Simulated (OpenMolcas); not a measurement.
# Mo³⁺ among point charges: CASSCF and CASPT2 levels and susceptibility, part 2 of 2

Aim: the splitting of the states of Mo³⁺ in the field of 6 point charges, its lowest levels with spin-orbit coupling and its magnetic susceptibility.

OpenMolcas 26.06; ANO-RCC-VDZP, DKH2, active space 3 electrons in 5 orbitals (4d), orbitals: per spin and parity. Surroundings: 6 point charges of -1.7 e arranged as an octahedron (Oh), 2.19 Å from the ion.

**6. CASPT2: IPEA 0.25, imaginary shift 0.1 (closed shells correlated: 4s 4p)**

The input, a.inp:

```
>>> COPY JOB001 $Project.JobIph
&CASPT2
Multistate=10 1 2 3 4 5 6 7 8 9 10
NoMult
Frozen=8 6
IPEA=0.25
Imaginary=0.1
MaxIter=60
WThr=0.0 0.3 0.05
PrWF=0.5
NoMix
>>> COPY JOB002 $Project.JobIph
&CASPT2
Multistate=40 1 2 3 4 5 6 7 8 9 10 11 12 13 14 15 16 17 18 19 20 21 22
23 24 25 26 27 28 29 30 31 32 33 34 35 36 37 38 39 40
NoMult
Frozen=8 6
IPEA=0.25
Imaginary=0.1
MaxIter=60
WThr=0.0 0.3 0.05
PrWF=0.5
NoMix
```

The run is started by

```console
> OMP_NUM_THREADS=1 MOLCAS_MEM=1689 MOLCAS_PROJECT=a pymolcas a.inp > a.log
```

What it wrote:

```text
Orbital specifications:
      -----------------------

      Symmetry species                           1   2
                                                ag  au
      Frozen orbitals                            8   6
      Inactive orbitals                          1   3
      Active orbitals                            5   0
      Secondary orbitals                         7  13
      Deleted orbitals                           0   0
      Number of basis functions                 21  22
Type of calculation                        SS-CASPT2
      Fock operator                              state-specific
      IPEA shift                                 0.25
      Real shift                                 0.00
      Imaginary shift                            0.10
      The input orbitals will be transformed to quasi-canonical
Reference energy:       -4051.3882088727
      E2 (Non-variational):      -0.2089806467
      Shift correction:          -0.0001248928
      E2 (Variational):          -0.2091055395
      Total energy:           -4051.5973144122
      Residual norm:              0.0000000677
      Reference weight:           0.95362
      Contributions to the CASPT2 correlation energy
      Active & Virtual Only:         -0.0153190859
      One Inactive Excited:          -0.0919890048
      Two Inactive Excited:          -0.1016725560
Reference energy:       -4051.3496085061
      E2 (Non-variational):      -0.2098526546
      Shift correction:          -0.0001274167
      E2 (Variational):          -0.2099800713
      Total energy:           -4051.5595885774
      Residual norm:              0.0000003765
      Reference weight:           0.95296
      Contributions to the CASPT2 correlation energy
      Active & Virtual Only:         -0.0154313247
      One Inactive Excited:          -0.0932313826
      Two Inactive Excited:          -0.1011899473
::    CASPT2 Root  1     Total energy:  -4051.59731441
::    CASPT2 Root  2     Total energy:  -4051.55958858
::    CASPT2 Root  3     Total energy:  -4051.55958943
::    CASPT2 Root  4     Total energy:  -4051.55764436
::    CASPT2 Root  5     Total energy:  -4051.53573956
::    CASPT2 Root  6     Total energy:  -4051.53573235
::    CASPT2 Root  7     Total energy:  -4051.53573982
::    CASPT2 Root  8     Total energy:  -4051.49779028
::    CASPT2 Root  9     Total energy:  -4051.49783606
::    CASPT2 Root 10     Total energy:  -4051.49856214
Orbital specifications:
      -----------------------

      Symmetry species                           1   2
                                                ag  au
      Frozen orbitals                            8   6
      Inactive orbitals                          1   3
      Active orbitals                            5   0
      Secondary orbitals                         7  13
      Deleted orbitals                           0   0
      Number of basis functions                 21  22
Type of calculation                        SS-CASPT2
      Fock operator                              state-specific
      IPEA shift                                 0.25
      Real shift                                 0.00
      Imaginary shift                            0.10
      The input orbitals will be transformed to quasi-canonical
Reference energy:       -4051.3219655452
      E2 (Non-variational):      -0.2175828684
      Shift correction:          -0.0001654101
      E2 (Variational):          -0.2177482786
      Total energy:           -4051.5397138238
      Residual norm:              0.0000005747
      Reference weight:           0.94938
      Contributions to the CASPT2 correlation energy
      Active & Virtual Only:         -0.0196728045
      One Inactive Excited:          -0.0946037584
      Two Inactive Excited:          -0.1033063055
Reference energy:       -4051.3219655452
      E2 (Non-variational):      -0.2170982509
      Shift correction:          -0.0001414428
      E2 (Variational):          -0.2172396937
      Total energy:           -4051.5392052389
      Residual norm:              0.0000001936
      Reference weight:           0.94955
      Contributions to the CASPT2 correlation energy
      Active & Virtual Only:         -0.0196581821
      One Inactive Excited:          -0.0941341080
      Two Inactive Excited:          -0.1033059607
::    CASPT2 Root  1     Total energy:  -4051.53971382
::    CASPT2 Root  2     Total energy:  -4051.53920524
::    CASPT2 Root  3     Total energy:  -4051.53604732
::    CASPT2 Root  4     Total energy:  -4051.53615483
::    CASPT2 Root  5     Total energy:  -4051.53625855
::    CASPT2 Root  6     Total energy:  -4051.51764459
::    CASPT2 Root  7     Total energy:  -4051.51761848
::    CASPT2 Root  8     Total energy:  -4051.51764069
::    CASPT2 Root  9     Total energy:  -4051.51063239
::    CASPT2 Root 10     Total energy:  -4051.49736012
::    CASPT2 Root 11     Total energy:  -4051.49764015
::    CASPT2 Root 12     Total energy:  -4051.49671068
::    CASPT2 Root 13     Total energy:  -4051.49684676
::    CASPT2 Root 14     Total energy:  -4051.49670218
::    CASPT2 Root 15     Total energy:  -4051.49588018
::    CASPT2 Root 16     Total energy:  -4051.49171437
::    CASPT2 Root 17     Total energy:  -4051.49141708
::    CASPT2 Root 18     Total energy:  -4051.47818415
::    CASPT2 Root 19     Total energy:  -4051.47825880
::    CASPT2 Root 20     Total energy:  -4051.47812889
::    CASPT2 Root 21     Total energy:  -4051.45278656
::    CASPT2 Root 22     Total energy:  -4051.45296218
::    CASPT2 Root 23     Total energy:  -4051.45305087
::    CASPT2 Root 24     Total energy:  -4051.45832287
::    CASPT2 Root 25     Total energy:  -4051.45766188
::    CASPT2 Root 26     Total energy:  -4051.45793906
::    CASPT2 Root 27     Total energy:  -4051.44834682
::    CASPT2 Root 28     Total energy:  -4051.44227525
::    CASPT2 Root 29     Total energy:  -4051.44204521
::    CASPT2 Root 30     Total energy:  -4051.44225981
```

This run: 3.1 s of run time, 1 thread, shared host.

SS-CASPT2: lowest energy less the reference's lowest, -0.2091 hartree; reference weights 0.941 to 0.954.

States without spin-orbit coupling:

```
state  degeneracy  E (cm-1)  free-ion L (%)
  4A2           1         0         F (100)
  4T2           3      8422         F (100)
   2E           2     12698          G (67)
  2T1           3     13423          G (49)
  4T1           3     13515          F (85)
  2T2           3     17488          D (43)
  2A1           1     19025         G (100)
  4T1           3     21783          P (85)
  2T2           3     21964          G (53)
  2T1           3     22131          H (51)
   2E           2     23209          H (51)
  2T1           3     26145          P (44)
  2T2           3     30582          D (58)
  2T1           3     31688          H (74)
  2A2           1     32695         F (100)
  2T2           3     34045          F (80)
   2E           2     36943          D (44)
  2T1           3     38652          F (85)
   2E           2     50224          D (92)
  2T2           3     53571          D (90)
```

With spin-orbit coupling:

```json
{"E (cm-1)": "0", "Degeneracy": "4", "Label": "Γ8", "2S+1": "4", "g": ""}
{"E (cm-1)": "8230", "Degeneracy": "2", "Label": "Γ7", "2S+1": "4", "g": "2.56 2.56 2.56"}
{"E (cm-1)": "8250", "Degeneracy": "4", "Label": "Γ8", "2S+1": "4", "g": ""}
{"E (cm-1)": "8530", "Degeneracy": "4", "Label": "Γ8", "2S+1": "4", "g": ""}
{"E (cm-1)": "8710", "Degeneracy": "2", "Label": "Γ6", "2S+1": "4", "g": "2.56 2.56 2.56"}
{"E (cm-1)": "12580", "Degeneracy": "4", "Label": "Γ8", "2S+1": "2", "g": ""}
{"E (cm-1)": "12920", "Degeneracy": "4", "Label": "Γ8", "2S+1": "2", "g": ""}
{"E (cm-1)": "13100", "Degeneracy": "2", "Label": "Γ7", "2S+1": "4", "g": "0.77 0.77 0.77"}
{"E (cm-1)": "13480", "Degeneracy": "4", "Label": "Γ8", "2S+1": "4", "g": ""}
{"E (cm-1)": "13550", "Degeneracy": "2", "Label": "Γ6", "2S+1": "2", "g": "0.99 0.99 0.99"}
{"E (cm-1)": "14500", "Degeneracy": "2", "Label": "Γ6", "2S+1": "4", "g": "3.12 3.12 3.12"}
{"E (cm-1)": "14730", "Degeneracy": "4", "Label": "Γ8", "2S+1": "4", "g": ""}
{"E (cm-1)": "17750", "Degeneracy": "4", "Label": "Γ8", "2S+1": "2", "g": ""}
{"E (cm-1)": "18070", "Degeneracy": "2", "Label": "Γ7", "2S+1": "2", "g": "0.91 0.91 0.91"}
{"E (cm-1)": "19440", "Degeneracy": "2", "Label": "Γ6", "2S+1": "2", "g": "3.00 3.00 3.00"}
{"E (cm-1)": "21030", "Degeneracy": "4", "Label": "Γ8", "2S+1": "4", "g": ""}
{"E (cm-1)": "21180", "Degeneracy": "2", "Label": "Γ6", "2S+1": "4", "g": "1.35 1.35 1.35"}
{"E (cm-1)": "21890", "Degeneracy": "4", "Label": "Γ8", "2S+1": "2", "g": ""}
{"E (cm-1)": "21930", "Degeneracy": "2", "Label": "Γ7", "2S+1": "2", "g": "1.10 1.10 1.10"}
{"E (cm-1)": "22220", "Degeneracy": "2", "Label": "Γ6", "2S+1": "2", "g": "1.46 1.46 1.46"}
{"E (cm-1)": "22310", "Degeneracy": "4", "Label": "Γ8", "2S+1": "2", "g": ""}
{"E (cm-1)": "22420", "Degeneracy": "2", "Label": "Γ7", "2S+1": "4", "g": "2.03 2.03 2.03"}
{"E (cm-1)": "23200", "Degeneracy": "4", "Label": "Γ8", "2S+1": "2", "g": ""}
{"E (cm-1)": "23810", "Degeneracy": "4", "Label": "Γ8", "2S+1": "2", "g": ""}
```

Powder χT (cm³ K/mol): 1.40 at 2 K, 1.40 at 5 K, 1.40 at 10 K, 1.40 at 20 K, 1.41 at 50 K, 1.42 at 100 K, 1.43 at 150 K, 1.45 at 200 K, 1.46 at 250 K, 1.47 at 300 K.

**7. The methods side by side**

A. CASSCF
B. SS-CASPT2, IPEA 0.25, imaginary shift 0.1 (closed shells correlated: 4s 4p)

```
method  ground state  first state of that spin (cm-1)  first gap with spin-orbit (cm-1)  χT at 300 K
     A           4A2                         4T2 8472                            8276.0         1.47
     B           4A2                         4T2 8422                            8226.6         1.47
```

**8. Outcome**

The summary covers parts 1 to 2.

| quantity | value |
| --- | --- |
| method | SS-CASPT2, IPEA 0.25, imaginary shift 0.1 (closed shells correlated: 4s 4p) |
| spin-free ground state | 4A2, 1-fold in its orbital part |
| first state of the same spin within the active space | 4T2 at 8420 cm⁻¹ |
| lowest level | 4-fold Γ8 |
| next level | 8226.6 cm⁻¹ |
| χT at 300 K | 1.47 cm³ K/mol |
| effective moment at 300 K | 3.43 μB |

Cost by method:

```
                                              method  time of its own steps  time with the reference
                                           A. CASSCF                  9.2 s                    9.2 s
B. SS-CASPT2, IPEA 0.25, imaginary shift 0.1, +4s 4p                  3.1 s                     12 s
```

Times are of one thread on a shared host.

In words: The spin-free ground state (4A2) comes to 100 % from free-ion F terms and keeps the highest spin of the shell. χT at 300 K is 1.47, against 1.88 cm³ K/mol for the spin alone, so spin-orbit coupling lowers it. CASPT2 does not keep the components of a term degenerate, and the means are used. The field of point charges can differ much from that of real complexes. Point charges carry no covalency, so the field is a model and not that of real ligands.
